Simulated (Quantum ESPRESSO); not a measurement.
# FGeSClH2 in Quantum ESPRESSO: real-space fields with PBE

Aim: the real-space fields of FGeSClH2 with PBE.

Program: Quantum ESPRESSO 7.5. These are calculated values, not measurements. Logs are shortened: lines on timing, memory, paths and dates and some standing lists are left out, and cuts for length are marked.

**1. The structure**

The cell holds a molecule in a box, 6 atoms: a = 12.000 Å, b = 13.000 Å, c = 13.000 Å, α = 90.00°, β = 90.00°, γ = 90.00°.

**2. Real-space fields, PBE**

The input, pw.in:

```
&CONTROL
  calculation = 'scf'
  prefix = 'pwscf'
  outdir = './tmp'
  pseudo_dir = './pseudo'
  tprnfor = .true.
  disk_io = 'low'
/
&SYSTEM
  ibrav = 0
  celldm(1) = 8
  nat = 6
  ntyp = 5
  ecutwfc = 84
  nbnd = 26
  occupations = 'smearing'
  smearing = 'fd'
  degauss = 0.00367493
/
&ELECTRONS
  conv_thr = 1.2d-09
  electron_maxstep = 120
  mixing_beta = 0.5
/
ATOMIC_SPECIES
F     18.9984 F.upf
Ge    72.6300 Ge.upf
S     32.0600 S.upf
Cl    35.4500 Cl.upf
H      1.0080 H.upf
CELL_PARAMETERS alat
  2.8345891869387   0.0000000000000   0.0000000000000
  0.0000000000000   3.0708049525169   0.0000000000000
  0.0000000000000   0.0000000000000   3.0708049525169
ATOMIC_POSITIONS crystal
F      0.3824166700    0.4939500000    0.5290076900
Ge     0.5083083300    0.5214884600    0.4704923100
S      0.6038916700    0.6274884600    0.5670846200
Cl     0.5887750000    0.3757423100    0.4584692300
H      0.4841083300    0.5669038500    0.3645461500
H      0.6197500000    0.5563423100    0.6406846200
K_POINTS gamma
```

The input, pp_density.in:

```
&INPUTPP
  prefix = 'pwscf'
  outdir = './tmp'
  filplot = 'density.dat'
  plot_num = 0
/
&PLOT
  nfile = 1
  filepp(1) = 'density.dat'
  iflag = 3
  output_format = 6
  fileout = 'density.cube'
/
```

The input, pp_potential.in:

```
&INPUTPP
  prefix = 'pwscf'
  outdir = './tmp'
  filplot = 'potential.dat'
  plot_num = 11
/
&PLOT
  nfile = 1
  filepp(1) = 'potential.dat'
  iflag = 3
  output_format = 6
  fileout = 'potential.cube'
/
```

The input, pp_elf.in:

```
&INPUTPP
  prefix = 'pwscf'
  outdir = './tmp'
  filplot = 'elf.dat'
  plot_num = 8
/
&PLOT
  nfile = 1
  filepp(1) = 'elf.dat'
  iflag = 3
  output_format = 6
  fileout = 'elf.cube'
/
```

The input, pp_potential_ks.in:

```
&INPUTPP
  prefix = 'pwscf'
  outdir = './tmp'
  filplot = 'potential_ks.dat'
  plot_num = 1
/
&PLOT
  nfile = 1
  filepp(1) = 'potential_ks.dat'
  iflag = 3
  output_format = 6
  fileout = 'potential_ks.cube'
/
```

Potentials or basis: PseudoDojo 0.4.1 SR PBE standard.

Launch:

```
$ OMP_NUM_THREADS=1 pw.x -in pw.in > pw.out
$ OMP_NUM_THREADS=1 pp.x -in pp_density.in > pp_density.out
$ OMP_NUM_THREADS=1 pp.x -in pp_potential.in > pp_potential.out
$ OMP_NUM_THREADS=1 pp.x -in pp_elf.in > pp_elf.out
$ OMP_NUM_THREADS=1 pp.x -in pp_potential_ks.in > pp_potential_ks.out
```

pw.out:

```text
This program is part of the open-source Quantum ESPRESSO suite
     for quantum simulation of materials; please cite
         "P. Giannozzi et al., J. Phys.:Condens. Matter 21 395502 (2009);
         "P. Giannozzi et al., J. Phys.:Condens. Matter 29 465901 (2017);
         "P. Giannozzi et al., J. Chem. Phys. 152 154105 (2020);
     in publications or presentations arising from this work. More details at

     gamma-point specific algorithms are used

     G-vector sticks info
     --------------------
     sticks:   dense  smooth     PW     G-vecs:    dense   smooth      PW
     Sum       14899   14899   3725              1423433  1423433  177915

     Using Slab Decomposition

     bravais-lattice index     =            0
     lattice parameter (alat)  =       8.0000  a.u.
     unit-cell volume          =   13685.6224 (a.u.)^3
     number of atoms/cell      =            6
     number of atomic types    =            5
     number of electrons       =        36.00
     number of Kohn-Sham states=           26
     kinetic-energy cutoff     =      84.0000  Ry
     charge density cutoff     =     336.0000  Ry
     scf convergence threshold =      1.2E-09
     mixing beta               =       0.5000
     number of iterations used =            8  plain     mixing
     Exchange-correlation= PBE
                           (   1   4   3   4   0   0   0)

     celldm(1)=   8.000000  celldm(2)=   0.000000  celldm(3)=   0.000000
     celldm(4)=   0.000000  celldm(5)=   0.000000  celldm(6)=   0.000000

     crystal axes: (cart. coord. in units of alat)
               a(1) = (   2.834589   0.000000   0.000000 )
               a(2) = (   0.000000   3.070805   0.000000 )
               a(3) = (   0.000000   0.000000   3.070805 )

     reciprocal axes: (cart. coord. in units 2 pi/alat)
               b(1) = (  0.352785  0.000000  0.000000 )
               b(2) = (  0.000000  0.325648  0.000000 )
               b(3) = (  0.000000  0.000000  0.325648 )

     PseudoPot. # 1 for F  read from file:
     F.upf
     Pseudo is Norm-conserving + core correction, Zval =  7.0
     Generated using ONCVPSP code by D. R. Hamann
     Using radial grid of  832 points,  5 beta functions with:
                l(1) =   0
                l(2) =   0
                l(3) =   1
                l(4) =   1
                l(5) =   2

     PseudoPot. # 2 for Ge read from file:
     Ge.upf
     Pseudo is Norm-conserving + core correction, Zval = 14.0
     Generated using ONCVPSP code by D. R. Hamann
     Using radial grid of 1560 points,  6 beta functions with:
                l(1) =   0
                l(2) =   0
                l(3) =   1
                l(4) =   1
                l(5) =   2
                l(6) =   2

     PseudoPot. # 3 for S  read from file:
     S.upf
     Pseudo is Norm-conserving + core correction, Zval =  6.0
     Generated using ONCVPSP code by D. R. Hamann
     Using radial grid of 1146 points,  6 beta functions with:
                l(1) =   0
                l(2) =   0
                l(3) =   1
                l(4) =   1
                l(5) =   2
                l(6) =   2

     PseudoPot. # 4 for Cl read from file:
     Cl.upf
     Pseudo is Norm-conserving + core correction, Zval =  7.0
     Generated using ONCVPSP code by D. R. Hamann
     Using radial grid of 1028 points,  6 beta functions with:
                l(1) =   0
                l(2) =   0
                l(3) =   1
                l(4) =   1
                l(5) =   2
                l(6) =   2

     PseudoPot. # 5 for H  read from file:
     H.upf
     Pseudo is Norm-conserving, Zval =  1.0
     Generated using ONCVPSP code by D. R. Hamann
     Using radial grid of 1166 points,  3 beta functions with:
                l(1) =   0
                l(2) =   0
                l(3) =   1

     atomic species   valence    mass     pseudopotential
     F                 7.00    18.99840     F ( 1.00)
     Ge               14.00    72.63000     Ge( 1.00)
     S                 6.00    32.06000     S ( 1.00)
     Cl                7.00    35.45000     Cl( 1.00)
     H                 1.00     1.00800     H ( 1.00)

     No symmetry found

   Cartesian axes

     site n.     atom                  positions (alat units)
         1        F      tau(   1) = (   1.0839942   1.5168241   1.6244794  )
         2        Ge     tau(   2) = (   1.4408453   1.6013893   1.4447901  )
         3        S      tau(   3) = (   1.7117848   1.9268947   1.7414063  )
         4        Cl     tau(   4) = (   1.6689352   1.1538313   1.4078696  )
         5        H      tau(   5) = (   1.3722482   1.7408512   1.1194501  )
         6        H      tau(   6) = (   1.7567366   1.7084187   1.9674175  )

     number of k points=     1  Fermi-Dirac smearing, width (Ry)=  0.0037
                       cart. coord. in units 2pi/alat
        k(    1) = (   0.0000000   0.0000000   0.0000000), wk =   2.0000000

     Dense  grid:   711717 G-vectors     FFT dimensions: ( 135, 144, 144)

     Initial potential from superposition of free atoms

     starting charge      35.9991, renormalised to      36.0000

     negative rho (up, down):  7.837E-05 0.000E+00
     Starting wfcs are   23 randomized atomic wfcs +    3 random wfcs

     Self-consistent Calculation

     iteration #  1     ecut=    84.00 Ry     beta= 0.50
     Davidson diagonalization with overlap
     ethr =  1.00E-02,  avg # of iterations =  7.0

     Threshold (ethr) on eigenvalues was too large:
     Diagonalizing with lowered threshold

     Davidson diagonalization with overlap
     ethr =  9.69E-04,  avg # of iterations =  2.0

     negative rho (up, down):  3.369E-05 0.000E+00

     total energy              =    -285.23713738 Ry
     estimated scf accuracy    <       0.34841919 Ry

     iteration #  2     ecut=    84.00 Ry     beta= 0.50
     Davidson diagonalization with overlap
     ethr =  9.68E-04,  avg # of iterations =  2.0

     negative rho (up, down):  1.758E-05 0.000E+00

     total energy              =    -285.29933047 Ry
     estimated scf accuracy    <       0.06527927 Ry

     iteration #  3     ecut=    84.00 Ry     beta= 0.50
     Davidson diagonalization with overlap
     ethr =  1.81E-04,  avg # of iterations =  6.0

     negative rho (up, down):  3.709E-06 0.000E+00

     total energy              =    -285.30916896 Ry
     estimated scf accuracy    <       0.00833108 Ry

     iteration #  4     ecut=    84.00 Ry     beta= 0.50
     Davidson diagonalization with overlap
     ethr =  2.31E-05,  avg # of iterations = 10.0

     negative rho (up, down):  8.925E-07 0.000E+00

     total energy              =    -285.30986157 Ry
     estimated scf accuracy    <       0.00069423 Ry

     iteration #  5     ecut=    84.00 Ry     beta= 0.50
     Davidson diagonalization with overlap
     ethr =  1.93E-06,  avg # of iterations = 18.0

     negative rho (up, down):  7.925E-08 0.000E+00

     total energy              =    -285.30994869 Ry
     estimated scf accuracy    <       0.00005900 Ry

     iteration #  6     ecut=    84.00 Ry     beta= 0.50
     Davidson diagonalization with overlap
     ethr =  1.64E-07,  avg # of iterations =  2.0

     negative rho (up, down):  1.639E-08 0.000E+00

     total energy              =    -285.30995513 Ry
     estimated scf accuracy    <       0.00000267 Ry

     iteration #  7     ecut=    84.00 Ry     beta= 0.50
     Davidson diagonalization with overlap
     ethr =  7.42E-09,  avg # of iterations =  2.0

     total energy              =    -285.30995572 Ry
     estimated scf accuracy    <       0.00000037 Ry

     iteration #  8     ecut=    84.00 Ry     beta= 0.50
     Davidson diagonalization with overlap
     ethr =  1.02E-09,  avg # of iterations =  2.0

     total energy              =    -285.30995576 Ry
     estimated scf accuracy    <       0.00000004 Ry

     iteration #  9     ecut=    84.00 Ry     beta= 0.50
     Davidson diagonalization with overlap
     ethr =  1.06E-10,  avg # of iterations =  2.0

     total energy              =    -285.30995577 Ry
     estimated scf accuracy    <          2.4E-09 Ry

     iteration # 10     ecut=    84.00 Ry     beta= 0.50
     Davidson diagonalization with overlap
     ethr =  6.73E-12,  avg # of iterations =  4.0

     End of self-consistent calculation

          k = 0.0000 0.0000 0.0000 ( 88958 PWs)   bands (ev):

   -30.8452 -30.3581 -30.3205 -30.2831 -30.2596 -28.1314 -20.5046 -18.5410
   -13.9531 -10.8569 -10.3751 -10.0502  -9.5610  -8.6716  -8.4436  -7.7859
    -7.5228  -6.5490  -1.8774  -0.7699  -0.5208  -0.2590   0.1907   0.6993
     0.8623   0.9509

     the Fermi energy is    -4.6984 ev

!    total energy              =    -285.30995577 Ry
     estimated scf accuracy    <          3.6E-10 Ry
     smearing contrib. (-TS)   =       0.00000000 Ry
     internal energy E=F+TS    =    -285.30995577 Ry

     The total energy is F=E-TS. E is the sum of the following terms:
     one-electron contribution =    -588.19984755 Ry
     hartree contribution      =     299.65538369 Ry
     xc contribution           =     -71.34868606 Ry
     ewald contribution        =      74.58319415 Ry

     convergence has been achieved in  10 iterations

     Forces acting on atoms (cartesian axes, Ry/au):

     atom    1 type  1   force =    -0.02310501   -0.00496048    0.01047052
     atom    2 type  2   force =     0.01198385    0.00882330   -0.01198614
     atom    3 type  3   force =     0.00487537    0.01472577    0.00061450
     atom    4 type  4   force =     0.00633585   -0.01356404   -0.00201059
     atom    5 type  5   force =    -0.00104876    0.00108797   -0.00253543
     atom    6 type  5   force =     0.00095870   -0.00611252    0.00544713

     Total force =     0.039737     Total SCF correction =     0.000033

=------------------------------------------------------------------------------=
   JOB DONE.
=------------------------------------------------------------------------------=
```

It took 71 s on 1 thread of Arm Neoverse V2, shared host; peak memory 1 GiB.

Results:

| Property | Result |
| --- | --- |
| Free energy | -3881.8397 eV |
| Largest force | 0.665 eV/Å |
| Gap between the frontier levels | 4.67 eV |
| Dipole moment | 1.52 D |

Forces in eV/Å, atoms in the order of the input:
```
F   -0.594 -0.128  0.269
Ge   0.308  0.227 -0.308
S    0.125  0.379  0.016
Cl   0.163 -0.349 -0.052
H   -0.027  0.028 -0.065
H    0.025 -0.157  0.140
```

Caveat: this is a molecule in a periodic box, so the gap is that between its Kohn-Sham HOMO and LUMO and the box isn't a crystal.
